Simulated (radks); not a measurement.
**Kr in [Kr]: an all-electron calculation**

One table from this session's results is given with a row withheld; the runs are named, their logs left out.

Program: radks (a radial shooting solver on a logarithmic mesh, Libxc functionals) version 1. Level of theory: Dirac Kohn-Sham, revPBE, spin-unpolarised, spherical densities, finite nucleus. These are calculated values, not measurements, unless marked.

**The system**

- element: krypton (Z = 36)
- charge: 0
- electrons: 36
- configuration: [Kr]
- nuclear rms radius: 4.1884 fm

The outer shells:

Kr
```
[Ar] core
3d [↑↓][↑↓][↑↓][↑↓][↑↓]
4s [↑↓]
4p [↑↓][↑↓][↑↓]
```

Set-up of the first run:

Input:

```text
Z 36
configuration [Kr]
relativity Dirac
functional pbe_r,pbe
spin unpolarised
j_filling energy
nucleus finite rms 4.1884 fm
c 137.035999084
```

Launch:

```
$ python run_ks.py task.json out
```

All runs below come from this command, one after another.

One of the session's tables, all rows but one given; the rest of the session is left out.

It belongs to the step «Shells». Sizes of the orbitals, from the radial functions (bohr):

```
level      <r>  outermost maximum (interpolated)  90 % within  nodes
1s1/2  0.04148                            0.0271       0.0742      0
2s1/2   0.1832                             0.154        0.284      1
2p1/2   0.1573                             0.121        0.257      0
2p3/2   0.1613                             0.124        0.263      0
3s1/2   0.5300                             0.467        0.788      2
3p1/2   0.5334                             0.458        0.813      1
3p3/2   0.5438                             0.466        0.829      1
3d3/2        ?                                 ?            ?      ?
3d5/2   0.5574                             0.413        0.913      0
4s1/2    1.574                              1.34         2.34      3
4p1/2    1.913                              1.53         2.95      2
4p3/2    1.961                              1.57         3.03      2
```

**Question.** Estimate the row for 3d3/2.

The run gave: <r>: 0.5534; outermost maximum (interpolated): 0.410; 90 % within: 0.906; nodes: 0. In the column «<r>» it lies between 3p3/2 (0.5438) and 3d5/2 (0.5574).
